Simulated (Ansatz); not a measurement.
# Na: the cost of one run

Method: DFT PBEsol, scalar-relativistic, in Ansatz 0.2.0.

### 1 The system as given

It takes space group P6_3/mmc (No. 194, hexagonal). Conventional cell: a = 3.767 Å, b = 3.767 Å, c = 6.154 Å, α = 90.00°, β = 90.00°, γ = 120.00°. Na (site symmetry -6m2) is surrounded by 12 Na at 3.77 Å.

As a file:

```cif
data_structure
_symmetry_space_group_name_H-M 'P 1'
_symmetry_Int_Tables_number 1
_cell_length_a 3.7670
_cell_length_b 3.7670
_cell_length_c 6.1540
_cell_angle_alpha 90.000
_cell_angle_beta 90.000
_cell_angle_gamma 120.000
_cell_volume 75.63
loop_
_atom_site_label
_atom_site_type_symbol
_atom_site_fract_x
_atom_site_fract_y
_atom_site_fract_z
_atom_site_occupancy
Na1 Na 0.33333 0.66667 0.25000 1
Na2 Na 0.66667 0.33333 0.75000 1
```

Atoms are numbered in the order of the input: Na1, Na2.

### 2 The deformed structure

Space group P6_3/mmc before, P6_3/mmc after.

### 3 LAPW, all electrons

Contents of input.yaml:

```yaml
crystal:
  lattice:
    - [3.8423410176, 0.0, 0.0]
    - [-1.9211705088, 3.3275649312, 0.0]
    - [0.0, 0.0, 6.154]
  atoms:
    - { symbol: Na, position: [0.3333333333, 0.6666666667, 0.25] }
    - { symbol: Na, position: [0.6666666667, 0.3333333333, 0.75] }
kpoints:
  mp_grid: { grid: [13, 13, 7] }
  band_path:
    path:
      - [0.0, 0.0, 0.0]
      - [0.5, 0.0, 0.0]
      - [0.3333333333, 0.3333333333, 0.0]
      - [0.0, 0.0, 0.0]
      - [0.0, 0.0, 0.5]
      - [0.5, 0.0, 0.5]
      - [0.3333333333, 0.3333333333, 0.5]
      - [0.0, 0.0, 0.5]
      - [0.5, 0.0, 0.5]
    npoints: 5
scf:
  occupations: { method: fermi_dirac, width: 0.05 }
hamiltonian:
  xc: pbesol
  pseudopotentials: { kind: all_electron, lapw: { basis_error: 0.00025 } }
output:
  forces: true
  stress: true
  eigenvalues: true
```

The run is started by

```bash
> ansatz run input.yaml --threads 1 --pin off --max-ram 3072MiB --backend cpu --events-out ev --progress --plain --runs-dir out
```

**Question.** How long does this run take on 1 thread of Arm Neoverse V2, shared host, and how much memory does it need?

About 5.7 s, with a peak of 0.25 GiB.
